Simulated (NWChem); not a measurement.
# triplet Si2NH6F at 6 levels

Aim: a comparison of 6 runs (UHF/STO-3G, UPBE0/cc-pVDZ, UB3LYP/6-31G*, UB3LYP/cc-pVDZ, UM06-2X/cc-pVDZ) of triplet Si2NH6F. 

Program for the calculation: NWChem 7.3.0.

48 further runs of the same task are left out: 1 that didn't finish, 47 set aside as unsound or not needed.

**1. The molecule**

Si2NH6F: 10 atoms, total charge 0, spin state triplet. SMILES of the parent species: `F[SiH2]N[SiH3]`. Geometry: relaxed at PBE0-D4/def2-TZVP. This is one conformer, not always the lowest. That shape belongs to the parent species and isn't relaxed for this state.

Bond lengths: F1–Si2 1.602 Å, Si2–N3 1.706 Å, N3–Si4 1.733 Å, Si2–H5 1.480 Å, Si2–H6 1.478 Å, N3–H7 1.011 Å, Si4–H8 1.487 Å, Si4–H9 1.487 Å, Si4–H10 1.483 Å. Some angles: F1–Si2–N3 112.6°, Si2–N3–Si4 128.2°, F1–Si2–H5 106.0°, F1–Si2–H6 106.5°, N3–Si2–H5 109.3°, N3–Si2–H6 108.9°, Si2–N3–H7 115.6°, Si4–N3–H7 115.9°, N3–Si4–H8 110.9°, N3–Si4–H9 112.0°.

**2. A single-point energy at UHF/STO-3G (run 1)**

nw.xyz reads:

```xyz
10
FH6NSi2 energy
F     -1.561500     0.994300    -1.776700
Si    -0.375000     1.301800    -0.745900
N      0.514800    -0.094800    -0.335900
Si     0.194800    -1.236100     0.928700
H      0.517200     2.267200    -1.426700
H     -1.010100     1.839400     0.475900
H      1.264300    -0.336200    -0.970000
H      1.391500    -1.422100     1.791600
H     -0.186300    -2.569800     0.392000
H     -0.924400    -0.683300     1.730300
```

nw.nw reads:

```
start nw
title "FH6NSi2 energy"
memory 2200 mb
charge 0

geometry units angstrom noautosym nocenter noautoz
 load format xyz nw.xyz
end

basis spherical bse
 F library STO-3G
 Si library STO-3G
 N library STO-3G
 H library STO-3G
end

scf
 triplet
 uhf
 thresh 1e-08
 maxiter 80
 noprint "final vectors analysis"
end

task scf energy
```

Launch:

```bash
$ nwchem nw.nw > nw.out
```

The log of the run:

```text
[...]
  functions       =    34
[...]
  wavefunction    = UHF
[...]
         Total SCF energy =   -726.208377989536
      One electron energy =  -1466.407858090060
      Two electron energy =    512.652239910637
 Nuclear repulsion energy =    227.547240189887
                       Sz =      1.0000
                 Sz(Sz+1) =      2.0000
                      S^2 =      2.0046
[...]
```

It took 4.2 s on 1 thread of Intel Xeon 6975P-C (Granite Rapids), shared host; peak memory 0.1 GiB.

**3. A single-point energy at UPBE0/cc-pVDZ (run 2)**

run.py reads:

```python
from ase import Atoms
from ase.calculators.nwchem import NWChem

atoms = Atoms('FSiNSiHHHHHH', positions=[
    [-1.561500, 0.994300, -1.776700],
    [-0.375000, 1.301800, -0.745900],
    [0.514800, -0.094800, -0.335900],
    [0.194800, -1.236100, 0.928700],
    [0.517200, 2.267200, -1.426700],
    [-1.010100, 1.839400, 0.475900],
    [1.264300, -0.336200, -0.970000],
    [1.391500, -1.422100, 1.791600],
    [-0.186300, -2.569800, 0.392000],
    [-0.924400, -0.683300, 1.730300],
])

calc = NWChem(
    label='sp',
    theory='dft',
    memory='2200 mb',
    basis='cc-pVDZ',
    basispar='spherical bse',
    dft={'xc': 'pbe0', 'mult': '3', 'grid': 'fine', 'convergence': 'energy 1e-08', 'iterations': '100', 'mulliken': None, 'print': 'low'},
    task='energy',
)
atoms.calc = calc

print(f"energy = {atoms.get_potential_energy():.6f} eV")
```

Launch:

```bash
$ export ASE_NWCHEM_COMMAND="nwchem PREFIX.nwi > PREFIX.nwo"
$ python run.py
```

The log of the run:

```text
energy = -20044.651914 eV
```

The calculator wrote sp.nwi:

```
title "sp"

permanent_dir sp

scratch_dir sp

start sp

geometry units angstrom nocenter noautosym noautoz
  F  -1.5615000000000001e+00 9.9429999999999996e-01 -1.7766999999999999e+00
  Si -3.7500000000000000e-01 1.3018000000000001e+00 -7.4590000000000001e-01
  N  5.1480000000000004e-01 -9.4799999999999995e-02 -3.3589999999999998e-01
  Si 1.9480000000000000e-01 -1.2361000000000000e+00 9.2869999999999997e-01
  H  5.1719999999999999e-01 2.2671999999999999e+00 -1.4267000000000001e+00
  H  -1.0101000000000000e+00 1.8393999999999999e+00 4.7589999999999999e-01
  H  1.2643000000000000e+00 -3.3620000000000000e-01 -9.6999999999999997e-01
  H  1.3915000000000000e+00 -1.4220999999999999e+00 1.7916000000000001e+00
  H  -1.8629999999999999e-01 -2.5697999999999999e+00 3.9200000000000002e-01
  H  -9.2440000000000000e-01 -6.8330000000000002e-01 1.7302999999999999e+00
end

memory 2200 mb

basis spherical bse noprint
   * library cc-pVDZ
end

dft
  xc pbe0
  mult 3
  grid fine
  convergence energy 1e-08
  iterations 100
  mulliken
  print low
end

task dft energy
```

sp.nwo (excerpt; [...] marks lines left out):

```text
[...]
         Total DFT energy =     -736.627377088558
      One electron energy =    -1471.474897689184
           Coulomb energy =      568.388202111688
    Exchange-Corr. energy =      -61.087921700947
 Nuclear repulsion energy =      227.547240189886
[... 29 lines left out ...]
     -------------------------------------------
      Total Density - Lowdin Population Analysis
[...]
      <S2> =      2.0066 (Exact =     2.0000)
[...]
```

It took 76 s on 1 thread of Intel Xeon 6975P-C (Granite Rapids), shared host; peak memory 0.12 GiB.

Run 3 isn't shown in full; the table further down has it.

**4. The energy at UB3LYP/6-31G(d) (Cartesian functions) (run 4)**

fh6nsi2.nw reads:

```
START fh6nsi2
TITLE "FH6NSi2"
memory stack 880 mb heap 220 mb global 1100 mb

GEOMETRY units angstroms noautosym nocenter noautoz
  F     -1.561500     0.994300    -1.776700
  Si    -0.375000     1.301800    -0.745900
  N      0.514800    -0.094800    -0.335900
  Si     0.194800    -1.236100     0.928700
  H      0.517200     2.267200    -1.426700
  H     -1.010100     1.839400     0.475900
  H      1.264300    -0.336200    -0.970000
  H      1.391500    -1.422100     1.791600
  H     -0.186300    -2.569800     0.392000
  H     -0.924400    -0.683300     1.730300
END

BASIS cartesian
  * library 6-31G*
END

DFT
  xc b3lyp
  mult 3
  grid xfine
  convergence energy 1e-08
  maxiter 100
  mulliken
END

TASK dft energy
```

Launch:

```bash
$ nwchem fh6nsi2.nw > fh6nsi2.out
```

The log of the run:

```text
[...]
          Wavefunction type:  spin polarized.
          No. of atoms     :    10
          No. of electrons :    50
[...]
          Charge           :     0
          Spin multiplicity:     3
[...]
          AO basis - number of functions:    80
[...]
              XC Information
              --------------
                         B3LYP Method XC Potential
                     Hartree-Fock (Exact) Exchange  0.200
                        Slater Exchange Functional  0.800 local
                    Becke 1988 Exchange Functional  0.720 non-local
              Lee-Yang-Parr Correlation Functional  0.810
                  VWN I RPA Correlation Functional  0.190 local
[...]
 d= 0,ls=0.0,diis     1   -736.9767654069 -9.65D+02  1.27D-02  1.61D-01     4.9
[...]
 d= 0,ls=0.0,diis    13   -737.0519803319 -4.82D-09  3.78D-06  3.60D-10    65.7
[...]
         Total DFT energy =     -737.051980331918
      One electron energy =    -1471.488014934663
           Coulomb energy =      568.410589226778
    Exchange-Corr. energy =      -61.521794813919
 Nuclear repulsion energy =      227.547240189887
[...]
      Total Density - Mulliken Population Analysis
     ---------------------------------------------
    Atom       Charge   Shell Charges
 -----------   ------   -------------------------------------------------------
    1 F    9     9.35   1.99  0.95  3.32  0.93  2.08  0.07
    2 Si  14    13.36   2.00  1.99  5.96  0.99  1.68  0.17  0.32  0.23
    3 N    7     7.31   1.99  0.86  2.41  0.65  1.37  0.02
    4 Si  14    14.10   2.00  1.99  5.96  1.00  1.90  0.27  0.80  0.18
    5 H    1     1.07   0.51  0.56
    6 H    1     1.07   0.51  0.56
    7 H    1     0.74   0.48  0.26
    8 H    1     0.99   0.49  0.50
    9 H    1     0.98   0.49  0.49
   10 H    1     1.03   0.50  0.53
[...]
      <S2> =      2.0054 (Exact =     2.0000)
[...]
```

It took 66 s on 1 thread of Intel Xeon 6975P-C (Granite Rapids), shared host; peak memory 0.15 GiB.

Run 5 isn't shown in full; the table further down has it.

**5. A single-point energy at UM06-2X/cc-pVDZ (run 6)**

geom.nw reads:

```
start geom
memory total 2200 mb
charge 0

geometry units atomic noautosym nocenter noautoz
F     -2.95080734     1.87895469    -3.35747641
Si    -0.70864730     2.46004547    -1.40954672
N      0.97283101    -0.17914604    -0.63475901
Si     0.36811865    -2.33589046     1.75498865
H      0.97736635     4.28438707    -2.69607226
H     -1.90881236     3.47596223     0.89932066
H      2.38918074    -0.63532592    -1.83303434
H      2.62955390    -2.68737952     3.38563332
H     -0.35205598    -4.85621820     0.74077264
H     -1.74686283    -1.29124986     3.26979311
end

basis spherical bse
* library cc-pVDZ
end

dft
xc m06-2x
mult 3
grid fine
convergence energy 1e-08
iterations 100
mulliken
noprint "final vectors analysis"
end

task dft energy
```

Launch:

```bash
$ nwchem geom.nw > geom.out
```

The log of the run:

```text
[...]
          Wavefunction type:  spin polarized.
          No. of atoms     :    10
          No. of electrons :    50
[...]
          Charge           :     0
          Spin multiplicity:     3
[...]
          AO basis - number of functions:    94
[...]
              XC Information
              --------------
                       M06-2X Method XC Functional
                     Hartree-Fock (Exact) Exchange  0.540
                        M06-2X Exchange Functional  1.000
                      M06-2X Correlation Potential  1.000
[...]
 d= 0,ls=0.0,diis     1   -736.8472153943 -9.64D+02  6.51D-03  1.14D-01     6.7
[...]
 d= 0,ls=0.0,diis    16   -736.9176927987 -4.05D-09  2.68D-06  2.06D-10    91.8
[...]
         Total DFT energy =     -736.917692798679
      One electron energy =    -1471.202493870324
           Coulomb energy =      568.136321868843
    Exchange-Corr. energy =      -61.398744652731
 Nuclear repulsion energy =      227.547223855533
[...]
      Total Density - Mulliken Population Analysis
     ---------------------------------------------
    Atom       Charge   Shell Charges
 -----------   ------   -------------------------------------------------------
    1 F    9     9.30   2.00  0.89  1.01  3.33  2.06  0.00
    2 Si  14    13.47   2.00  2.03  0.75  0.25  6.01  1.41  0.57  0.45
    3 N    7     6.93   2.01  0.84  0.58  2.30  1.19  0.01
    4 Si  14    14.08   2.00  2.03  0.74  0.40  6.01  1.52  1.12  0.27
    5 H    1     1.06   0.72  0.33  0.01
    6 H    1     1.06   0.72  0.33  0.01
    7 H    1     1.10   0.68  0.37  0.05
    8 H    1     0.99   0.69  0.28  0.01
    9 H    1     0.98   0.69  0.28  0.01
   10 H    1     1.03   0.71  0.31  0.01
[...]
      <S2> =      2.0055 (Exact =     2.0000)
[...]
```

It took 92 s on 1 thread of Intel Xeon 6975P-C (Granite Rapids), shared host; peak memory 0.12 GiB.

**6. Overview of the runs**

```
run                                level  iteration cap  module  energy (Eh)  dipole moment (D)   ⟨S²⟩  wall time
  1                           UHF/STO-3G             80     scf  -726.208378               1.95  2.005      4.2 s
  2                        UPBE0/cc-pVDZ            100     dft  -736.627377                  –  2.007       76 s
  3  UB3LYP/6-31G* (spherical functions)            100     dft  -737.045460               1.75  2.005       63 s
  4  UB3LYP/6-31G* (Cartesian functions)            100     dft  -737.051980               1.73  2.005       66 s
  5                       UB3LYP/cc-pVDZ            100     dft  -737.077759               1.40  2.006       65 s
  6                      UM06-2X/cc-pVDZ            100     dft  -736.917693               1.46  2.006       92 s
```

**7. What came out**

```
            quantity          value
 run 6: total energy  -736.91769 Eh
run 6: dipole moment         1.46 D
         run 6: ⟨S²⟩          2.006
```

**Reading.** Over runs 1, 3, 4, 5, 6 the dipole moment (its size) runs from 1.40 D (UB3LYP/cc-pVDZ) to 1.95 D (UHF/STO-3G). The two ends differ in method and basis. Totals of different functionals can't be ranked against each other. In run 1 the basis is minimal, so the values are rough. All runs together took 6.1 min, the longest 92 s.
